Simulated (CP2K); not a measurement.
# doublet [BBrCl2]+ at UPBE/cc-pVDZ

We compute a single-point energy of doublet [BBrCl2]+. 

The results are computed with CP2K 2026.2.

1 further run of the same task is left out (set aside as unsound or not needed).

### Step 1. Starting point

The species is [BBrCl2]+ (4 atoms), meant as a doublet with charge +1. SMILES of the parent species: `ClB(Cl)Br`. The shape is that of a PBE0-D4/def2-TZVP optimisation. That shape belongs to the parent species and isn't relaxed for this state.

Bond lengths: Cl1–B2 1.735 Å, B2–Cl3 1.735 Å, B2–Br4 1.901 Å. Angles: Cl1–B2–Cl3 120.1°, Cl1–B2–Br4 119.9°, Cl3–B2–Br4 119.9°.

### Step 2. The energy at UPBE/cc-pVDZ

File qs.inp:

```
&GLOBAL
  PROJECT_NAME qs
  RUN_TYPE ENERGY
  PRINT_LEVEL MEDIUM
&END GLOBAL
&FORCE_EVAL
  METHOD QS
  &DFT
    BASIS_SET_FILE_NAME ./cc_pvdz.basis
    POTENTIAL_FILE_NAME POTENTIAL
    CHARGE 1
    MULTIPLICITY 2
    UKS T
    &QS
      METHOD GAPW
      EPS_DEFAULT 1.0E-10
    &END QS
    &MGRID
      CUTOFF 280
      REL_CUTOFF 50
      NGRIDS 4
    &END MGRID
    &POISSON
      PERIODIC NONE
      POISSON_SOLVER MULTIPOLE
    &END POISSON
    &SCF
      SCF_GUESS ATOMIC
      EPS_SCF 1.0E-05
      MAX_SCF 40
      &OT ON
        MINIMIZER DIIS
        PRECONDITIONER FULL_ALL
      &END OT
      &OUTER_SCF
        EPS_SCF 1.0E-05
        MAX_SCF 2
      &END OUTER_SCF
    &END SCF
    &XC
      &XC_FUNCTIONAL
        &GGA_X_PBE
        &END GGA_X_PBE
        &GGA_C_PBE
        &END GGA_C_PBE
      &END XC_FUNCTIONAL
    &END XC
    &PRINT
      &MOMENTS
        PERIODIC F
        REFERENCE COM
        MAX_MOMENT 1
      &END MOMENTS
      &MO_CUBES
        NLUMO 2
        NHOMO -1
        WRITE_CUBE F
      &END MO_CUBES
      &LOWDIN ON
      &END LOWDIN
      &HIRSHFELD OFF
      &END HIRSHFELD
    &END PRINT
  &END DFT
  &SUBSYS
    &CELL
      ABC [angstrom] 8.6 9.7 9.7
      PERIODIC NONE
    &END CELL
    &COORD
      Cl     0.582100     0.666000     1.510800
      B      0.037200    -0.038100     0.022100
      Cl     0.444300    -1.679200    -0.365600
      Br    -1.008100     0.991100    -1.187600
    &END COORD
    &TOPOLOGY
      &CENTER_COORDINATES
      &END CENTER_COORDINATES
    &END TOPOLOGY
    &KIND Cl
      BASIS_SET cc-pVDZ
      POTENTIAL ALL
      LEBEDEV_GRID 194
      RADIAL_GRID 100
    &END KIND
    &KIND B
      BASIS_SET cc-pVDZ
      POTENTIAL ALL
      LEBEDEV_GRID 194
      RADIAL_GRID 100
    &END KIND
    &KIND Br
      BASIS_SET cc-pVDZ
      POTENTIAL ALL
      LEBEDEV_GRID 194
      RADIAL_GRID 100
    &END KIND
  &END SUBSYS
&END FORCE_EVAL
```

Command:

```sh
$ OMP_NUM_THREADS=1 cp2k.psmp qs.inp > qs.out
```

**Question.** What will come out? Wanted: total energy; HOMO energy; LUMO energy; ⟨S²⟩.

Answer, from the run:

At UPBE/cc-pVDZ:

| quantity | value |
| --- | --- |
| total energy | -3518.32641 Eh |
| HOMO energy (highest over α and β) | -14.02 eV |
| LUMO energy (lowest over α and β) | -13.43 eV |
| ⟨S²⟩ | 0.751 |
